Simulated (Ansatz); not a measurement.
# BH₇O₃Si₂: one species, many methods

Aim: compute BH₇O₃Si₂ with functionals from several rungs and with coupled cluster, and see how far each lands from CCSD(T) at the basis-set limit for the atomisation energy.

Computed with Ansatz 0.2.0, Gaussian basis. Level: functionals in def2-TZVPP, the program's frozen cores in correlated methods.

Plan: PBE-D4, r2SCAN-D4, PBE0-D4, B3LYP-D4, ωB97X-V, ωB97M-V, B2PLYP; CCSD(T)/def2-TZVPP; MP2/def2-QZVPP; extrapolation to the limit.

## 1. The geometry

An earlier PBE0-D4 in a triple-zeta def2 set relaxation fixed the geometry.

SMILES `OB(O[SiH3])O[SiH3]`, 13 atoms, charge 0, spin multiplicity 1.

Atoms are counted from 1 here; the program's logs count them from 0.

Bond lengths: O1–B2 1.361 Å, O1–H7 0.959 Å, B2–O3 1.359 Å, B2–O5 1.371 Å, O3–Si4 1.636 Å, Si4–H8 1.483 Å, Si4–H9 1.488 Å, Si4–H10 1.482 Å, O5–Si6 1.643 Å, Si6–H11 1.482 Å, Si6–H12 1.487 Å, Si6–H13 1.483 Å. Angles: B2–O1–H7 111.7°, O1–B2–O3 117.2°, O1–B2–O5 119.3°, O3–B2–O5 123.5°, B2–O3–Si4 142.7°, O3–Si4–H8 109.7°, O3–Si4–H9 110.4°, O3–Si4–H10 108.2°, H8–Si4–H9 109.4°, H8–Si4–H10 109.8°, H9–Si4–H10 109.3°, B2–O5–Si6 138.6°, O5–Si6–H11 107.6°, O5–Si6–H12 110.5°, O5–Si6–H13 109.9°, H11–Si6–H12 109.5°, H11–Si6–H13 109.8°, H12–Si6–H13 109.6°.

## 2. PBE-D4 (GGA)

in.yaml reads:

```yaml
crystal:
  periodic: [false, false, false]
  atoms:
    - {symbol: O, position_ang: [1.514106, 0.023714, 2.277162]}
    - {symbol: B, position_ang: [0.771949, 0.000885, 1.137052]}
    - {symbol: O, position_ang: [1.045882, 0.944210, 0.198252]}
    - {symbol: Si, position_ang: [0.419584, 1.694275, -1.114314]}
    - {symbol: O, position_ang: [-0.197517, -0.956756, 0.986993]}
    - {symbol: Si, position_ang: [-1.164257, -1.557433, -0.197975]}
    - {symbol: H, position_ang: [1.267943, -0.684598, 2.875634]}
    - {symbol: H, position_ang: [1.046946, 1.155030, -2.345484]}
    - {symbol: H, position_ang: [-1.052264, 1.484320, -1.178297]}
    - {symbol: H, position_ang: [0.703881, 3.144114, -0.999332]}
    - {symbol: H, position_ang: [-1.271859, -3.021113, 0.010895]}
    - {symbol: H, position_ang: [-0.574655, -1.288183, -1.536264]}
    - {symbol: H, position_ang: [-2.509758, -0.938454, -0.114322]}
basis:
  gaussian: {orbitals: def2-TZVPP}
hamiltonian: {xc: pbe, dispersion: d4}
output: {forces: true, orbitals: {seedname: orbitals}}
```

Started as:

```console
> ansatz run in.yaml --threads 2 --pin off --events-out ev --progress --plain --max-ram 22528MiB --backend cuda --devices 0, --max-vram 18GiB
```

The runs that follow: r2SCAN-D4 (meta-GGA); PBE0-D4 (hybrid); B3LYP-D4 (hybrid); ωB97X-V (range-separated); ωB97M-V (range-separated); B2PLYP (double hybrid); CCSD(T) in def2-TZVPP; MP2 in def2-QZVPP.

**Question.** What will the summary of the whole plan be? Wanted: atomisation energy, CCSD(T)/CBS; farthest; mean size of error, hybrid; mean size of error, range-separated; gap, smallest and largest; T1 diagnostic; triples share of the correlation energy.

The runs gave:

| quantity | value |
| --- | --- |
| atomisation energy, CCSD(T)/CBS | 5003.3 kJ/mol |
| functionals within 25.0 kJ/mol (0.5 %) | PBE-D4, r2SCAN-D4, B3LYP-D4, ωB97X-V, ωB97M-V |
| farthest | PBE0-D4 (-76.0 kJ/mol) |
| mean size of error, hybrid | 48.6 kJ/mol |
| mean size of error, range-separated | 4.7 kJ/mol |
| gap, smallest and largest | 6.24 eV (PBE-D4), 12.97 eV (ωB97X-V) |
| T1 diagnostic | 0.0121 |
| triples share of the correlation energy | 3.3 % |

In words: PBE-D4 misses by -4.2 kJ/mol. Double hybrids carry the basis error of their MP2 part in triple zeta, and no dispersion term here, so their miss is partly the set-up's. The reference freezes the cores and leaves out relativity and excitations past (T), so misses under about 25.0 kJ/mol can't be ranked. Hartree-Fock recovers 75 % of the binding; the rest is correlation. Orbital gaps span 6.2 to 13.0 eV; exact exchange widens them.
